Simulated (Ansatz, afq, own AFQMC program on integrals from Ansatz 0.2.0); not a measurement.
# Sn+ (quartet): quantum Monte Carlo beside coupled cluster, def2-TZVPP

One table from this session's results is given with a row withheld; the runs are named, their logs left out.

The runs use Ansatz 0.2.0, Gaussian basis, and an in-house AFQMC program (afq) on its integrals; all values are calculated; def2-TZVPP, frozen cores.

To be run: Full CI; PBE (unrestricted); r2SCAN (unrestricted); PBE0 (unrestricted); B3LYP (unrestricted); wB97M-V (unrestricted); B2PLYP (unrestricted); CCSD(T) on ROHF; Full CI; Phaseless AFQMC, CISD trial on ROHF; Phaseless AFQMC, single-determinant trial on ROHF; Free-projection AFQMC, CISD trial on ROHF; CCSD(T) on UHF; Full CI; Phaseless AFQMC, CISD trial on UHF; Phaseless AFQMC, single-determinant trial on UHF; Free-projection AFQMC, CISD trial on UHF.

2 further runs of the same task are left out: 2 that didn't finish.

## The atom

A free atom, in its lowest state of this spin that the program finds. No spin-orbit coupling is included. Elements past krypton take def2 core potentials.

1 atom, charge 1, spin multiplicity 4.

Set-up of the first run:

The input, in.yaml:

```yaml
crystal:
  periodic: [false, false, false]
  atoms:
    - {symbol: Sn, position_ang: [0.000000, 0.000000, 0.000000]}
basis:
  gaussian: {orbitals: def2-TZVPP}
total_charge: 1
magnetization: {spin_polarized: false, initial_magnetization: 3}
correlation: {method: fci, electrons: outside_noble_gas}
```

Started as:

```
$ ansatz run in.yaml --threads 1 --pin off --events-out ev --progress --plain --max-ram 1382MiB
```

Among the steps run: Full CI; PBE (unrestricted); r2SCAN (unrestricted); PBE0 (unrestricted); B3LYP (unrestricted); wB97M-V (unrestricted); B2PLYP (unrestricted); CCSD(T) on ROHF; Phaseless AFQMC, CISD trial on ROHF; Phaseless AFQMC, single-determinant trial on ROHF; Free-projection AFQMC, CISD trial on ROHF; CCSD(T) on UHF; Phaseless AFQMC, CISD trial on UHF; Phaseless AFQMC, single-determinant trial on UHF; Free-projection AFQMC, CISD trial on UHF.

One table of the session follows, with a row left open; its other results are not shown here.

It belongs to the step «AFQMC on the ladder». On the ROHF determinant, counted from full CI (exact for this spin and basis):

| level | from full CI (kJ/mol) |
| --- | --- |
| HF | +27.7 |
| MP2 | +8.6 |
| CCSD | +0.1 |
| CCSD(T) | 0.0 |
| full CI | 0.0 |
| Phaseless AFQMC, CISD trial, step 0.005, 60 walkers | -0.1 |
| Phaseless AFQMC, single-determinant trial, step 0.005, 120 walkers | ? |
| Free-projection AFQMC, CISD trial, step 0.03, 60 walkers | -0.1 |

**Question.** Estimate the row for Phaseless AFQMC, single-determinant trial, step 0.005, 120 walkers.

**Answer.** from full CI (kJ/mol): +1.6. In the column «from full CI (kJ/mol)» it lies between CCSD (+0.1) and MP2 (+8.6).

Caveats from the session: On ROHF the phaseless walk with the CISD trial lies -0.1 kJ/mol from full CI, within three error bars. On UHF the phaseless walk with the CISD trial lies -0.1 kJ/mol from CCSD(T), within three error bars.
